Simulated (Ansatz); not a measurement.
# CH4AlFSe: the cost of one run

Program: Ansatz 0.2.0 through its Python package. Level of theory: CAM-B3LYP/def2-SVP. These are calculated values, not measurements.

## 1. The system

Bond lengths: F1–C2 1.343 Å, C2–Se3 1.925 Å, Se3–Al4 2.340 Å, C2–H5 1.126 Å, C2–H6 1.126 Å, Al4–H7 1.580 Å, Al4–H8 1.622 Å. Angles: F1–C2–Se3 107.1°, F1–C2–H5 111.5°, F1–C2–H6 110.0°, Se3–C2–H5 109.5°, Se3–C2–H6 110.1°, H5–C2–H6 108.7°, C2–Se3–Al4 95.2°, Se3–Al4–H7 122.8°, Se3–Al4–H8 118.7°, H7–Al4–H8 118.3°.

No structure file is read: the coordinates are typed or built in the script.

## 2. Script

File field_ch4alfse.py:

```python
"""Dipole of CH4AlFSe in the field of point charges."""

import ansatz as az
import numpy as np

GEOMETRY = """
F    -1.04440    1.18500    0.92000
C     0.17780    1.34010    0.38430
Se    1.20720   -0.21410    0.86520
Al   -0.01780   -1.70060   -0.46390
H     0.12860    1.42670   -0.73720
H     0.66360    2.26850    0.79660
H     0.31770   -1.96530   -1.98540
H    -1.34050   -2.39760    0.16450
"""


def main() -> None:
    geometry = az.Crystal.molecule()
    for line in GEOMETRY.strip().splitlines():
        symbol, *xyz = line.split()
        geometry = geometry.atom(symbol, [float(v) for v in xyz])

    job = (
        geometry.calculation()
        .basis(gaussian="def2-SVP")
        .functional("cam_b3lyp")
        .forces()
    )
    # charges +q and -q at -R and +R make a nearly even field 2 k q / R^2 at the centre
    centre = np.mean([site.position_ang for site in geometry.cartesian_sites], axis=0)
    field = 2 * 14.399645 * 4.0 / 40.0 ** 2


    def dipole(axis, sign):
        arm = 40.0 * np.eye(3)[axis]
        pair = [{"charge": sign * 4.0, "position_ang": (centre - arm).tolist()}, {"charge": -sign * 4.0, "position_ang": (centre + arm).tolist()}]
        deck = job.input().set(az.key.basis.gaussian.point_charges, pair)
        return np.array(az.Session.from_dict(deck).plan().execute().report["charge_distribution"]["dipole_moment_e_ang"])


    print(f"field {field:.4f} V/A")
    alpha = np.array([(dipole(axis, 1) - dipole(axis, -1)) / (2 * field) * 14.399645 for axis in range(3)])
    print("polarisability tensor (A^3)")
    print(np.array2string(alpha, precision=3, suppress_small=True))
    print(f"mean {np.trace(alpha) / 3:.3f} A^3 = {np.trace(alpha) / 3 / 0.14818471:.2f} bohr^3")


if __name__ == "__main__":
    main()
```

## 3. The input behind the calls

The package turns the script's settings into the engine's input (first run):

```yaml
crystal:
  periodic: [false, false, false]
  atoms:
    - { symbol: F, position_ang: [-1.0444, 1.185, 0.92] }
    - { symbol: C, position_ang: [0.1778, 1.3401, 0.3843] }
    - { symbol: Se, position_ang: [1.2072, -0.2141, 0.8652] }
    - { symbol: Al, position_ang: [-0.0178, -1.7006, -0.4639] }
    - { symbol: H, position_ang: [0.1286, 1.4267, -0.7372] }
    - { symbol: H, position_ang: [0.6636, 2.2685, 0.7966] }
    - { symbol: H, position_ang: [0.3177, -1.9653, -1.9854] }
    - { symbol: H, position_ang: [-1.3405, -2.3976, 0.1645] }
basis:
  gaussian:
    orbitals: def2-SVP
    point_charges:
      - { charge: 4.0, position_ang: [-39.988475, -0.007162500000000016, -0.00698749999999999] }
      - { charge: -4.0, position_ang: [40.011525, -0.007162500000000016, -0.00698749999999999] }
hamiltonian:
  xc: cam_b3lyp
output:
  forces: true
```

## 4. Running it

Launch:

```sh
$ python field_ch4alfse.py
```

Q: Estimate wall time and peak memory on 1 thread of Intel Xeon Platinum 8259CL at 2.50GHz (Skylake/Cascade Lake), shared host.

About 36 s, with a peak of 0.31 GiB.
